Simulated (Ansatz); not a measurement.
# CH₄AlClGe: small, medium and large basis sets

One table from this session's results is given with a row withheld; the runs are named, their logs left out.

Computed with Ansatz 0.2.0, Gaussian basis. Level: one geometry, several basis sets.

Plan: PBE0-D4/def2-SVP; ωB97M-V/def2-SVP; PBE0-D4/def2-QZVPP; ωB97M-V/def2-QZVPP; the functionals' def2-TZVPP values are taken from earlier runs.

## The relaxed structure

An earlier PBE0-D4 in a triple-zeta def2 set relaxation fixed the geometry.

8 atoms, charge 0, spin multiplicity 1.

Atoms are counted from 1 here; the program's logs count them from 0.

Bond lengths: Cl1–Ge2 2.588 Å, Cl1–Al4 2.235 Å, Ge2–C3 2.036 Å, Ge2–Al4 2.574 Å, Ge2–H5 1.732 Å, C3–Al4 1.921 Å, C3–H6 1.095 Å, C3–H7 1.088 Å, Al4–H5 1.894 Å, Al4–H8 1.571 Å. Angles: Ge2–Cl1–Al4 64.0°, Cl1–Ge2–C3 82.0°, Cl1–Ge2–Al4 51.3°, Cl1–Ge2–H5 76.3°, C3–Ge2–Al4 47.5°, C3–Ge2–H5 84.3°, Al4–Ge2–H5 47.4°, Ge2–C3–Al4 81.1°, Ge2–C3–H6 109.4°, Ge2–C3–H7 112.1°, Al4–C3–H6 116.2°, Al4–C3–H7 123.2°, H6–C3–H7 110.4°, Cl1–Al4–Ge2 64.7°, Cl1–Al4–C3 94.6°, Cl1–Al4–H5 83.2°, Cl1–Al4–H8 119.6°, Ge2–Al4–C3 51.4° and more.

The first run:

in.yaml reads:

```yaml
crystal:
  periodic: [false, false, false]
  atoms:
    - {symbol: Cl, position_ang: [-1.258617, -0.989465, -1.568360]}
    - {symbol: Ge, position_ang: [0.079147, 1.197997, -1.214365]}
    - {symbol: C, position_ang: [1.126975, 0.014547, 0.068414]}
    - {symbol: Al, position_ang: [-0.651260, -0.543219, 0.535335]}
    - {symbol: H, position_ang: [-1.102142, 1.231289, 0.052037]}
    - {symbol: H, position_ang: [1.645408, 0.641508, 0.801361]}
    - {symbol: H, position_ang: [1.836048, -0.626808, -0.451628]}
    - {symbol: H, position_ang: [-1.583258, -0.983049, 1.721307]}
basis:
  gaussian: {orbitals: def2-SVP}
hamiltonian: {xc: pbe0, dispersion: d4}
output: {orbitals: {seedname: orbitals}}
```

On the command line:

```bash
$ ansatz run in.yaml --threads 4 --pin off --events-out ev --progress --plain --max-ram 10444MiB
```

Among the steps run: PBE0-D4 in def2-SVP; ωB97M-V in def2-SVP; PBE0-D4 in def2-QZVPP; ωB97M-V in def2-QZVPP.

One of the session's tables, all rows but one given; the rest of the session is left out.

It belongs to the step «Functionals by basis». 

| functional | basis | HOMO (eV) | LUMO (eV) |
| --- | --- | --- | --- |
| PBE0-D4 | def2-SVP | -6.59 | -1.67 |
| PBE0-D4 | def2-TZVPP | -6.58 | -1.73 |
| PBE0-D4 | def2-QZVPP | ? | ? |
| ωB97M-V | def2-SVP | -8.60 | 0.30 |
| ωB97M-V | def2-TZVPP | -8.63 | 0.18 |
| ωB97M-V | def2-QZVPP | -8.64 | 0.02 |

Q: Estimate the row for PBE0-D4, def2-QZVPP from the others.

The run gave: HOMO (eV): -6.60; LUMO (eV): -1.78. In the column «HOMO (eV)» it lies between ωB97M-V, def2-SVP (-8.60) and PBE0-D4, def2-SVP (-6.59).
